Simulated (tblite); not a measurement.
# C7H13FO2: the cost of one run

The runs use tblite 0.8.0 and PySCF 2.14.0, with density-fitted response routines of our own; the level of theory stands in each step. All values are computed, except where a source is named. Atoms are numbered from 0 throughout.

### Step 1. The molecule as given

23 atoms, charge 0, multiplicity 1; geometry from: force field or distance geometry start.

Bonds of the start (Å): C0–C1 1.52, C1–O2 1.38, O2–C3 1.36, C3–C4 1.51, C4–C5 1.51, C5–C6 1.49, C6–F7 1.41, C6–O8 1.37, O8–C9 1.39, C5–C3 1.51, C0–H10 1.11, C0–H11 1.10, C0–H12 1.11, C1–H13 1.11, C1–H14 1.10, C3–H15 1.12, C4–H16 1.10, C4–H17 1.11, C5–H18 1.12, C6–H19 1.11, C9–H20 1.13, C9–H21 1.11, C9–H22 1.09.

### Step 2. Geometry optimisation with GFN2-xTB

The job: settings as JSON, then the geometry in Å.

```
{"job": {"kind": "relax", "xc": "GFN2-xTB", "basis": "xTB"}, "charge": 0, "multiplicity": 1}
C      2.316500     1.227300    -0.430200
C      1.563600     0.444200    -1.491100
O      0.462200    -0.215800    -0.990200
C      0.705700    -1.114700    -0.003600
C     -0.187700    -2.287600     0.298900
C     -0.225300    -1.071500     1.187700
C     -1.516800    -0.334800     1.153800
F     -2.119200    -0.485700     2.416000
O     -1.381900     1.015200     0.969000
C     -2.213400     1.482500    -0.045800
H      1.696100     2.042400     0.004500
H      3.175300     1.698200    -0.926600
H      2.731900     0.571800     0.366500
H      1.180100     1.186400    -2.225800
H      2.280600    -0.190600    -2.023400
H      1.767500    -1.240800     0.329300
H      0.277600    -3.174900     0.758700
H     -1.076300    -2.417700    -0.348700
H      0.180900    -1.220400     2.218600
H     -2.258200    -0.762400     0.448500
H     -2.073400     2.598000    -0.165200
H     -3.252200     1.331300     0.310200
H     -2.038400     0.946400    -0.982000
```

Started as:

```bash
$ OMP_NUM_THREADS=1 python probes_run.py task.json out
```

This one command runs all jobs of the session in turn.

**Question.** How long does this first job take on 1 thread of Arm Neoverse V1, shared host?

About 1.5 s.
